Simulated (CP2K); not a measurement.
HPbNO4 in CP2K: the effect of functional

Crystal: HPbNO4.

```
CELL_PARAMETERS angstrom
4.27531 0.00000 0.00000
-2.08455 5.20776 0.00000
-2.11628 -1.90928 4.90140
ATOMIC_POSITIONS crystal
H 0.99073 0.03330 0.90994
Pb 0.50274 0.81989 0.14287
N 0.00838 0.47408 0.50265
O 0.99816 0.92741 0.02877
O 0.19467 0.73435 0.60852
O 0.81673 0.35882 0.24556
O 0.01381 0.33121 0.65217
```

The cell was built by a generator and needn't be a form met in nature.

Alike in all runs:

- Program: CP2K 2026.2
- Task: band structure
- Potentials or basis: POTENTIAL_UZH H GTH-PBE-q1, Pb GTH-PBE-q4, N GTH-PBE-q5, O GTH-PBE-q6; TZVP-MOLOPT-PBE-GTH basis
- Density cutoff: 13606 eV
- k mesh: 8 × 6 × 6
- Occupations: fermi-dirac, width 0.05 eV
- Spin: no spin polarisation

Question: One run gave: gap on the mesh 2.69 eV. Which functional did it use?
A. PBEsol
B. TB-mBJ
C. SCAN
D. LDA
E. vdW-DF-cx

Answer: D.

| functional | gap on the mesh (eV) |
| --- | --- |
| r2SCAN | 3.11 |
| TB-mBJ | 3.26 |
| LDA | 2.69 |
| PBEsol | 2.75 |
| RPBE | 2.83 |
| SCAN | 3.24 |
| vdW-DF-cx | 2.94 |

Caveats: spin-orbit coupling is left out, which as a rule narrows the gap of such compounds by several tenths of an eV; the basis of atomic orbitals isn't converged, which shifts pressures, moduli and gaps; this is a model potential without an energy functional, so only levels have meaning (some runs).

A k mesh can miss the band edges.

Runs at the PBE level aren't shown here.
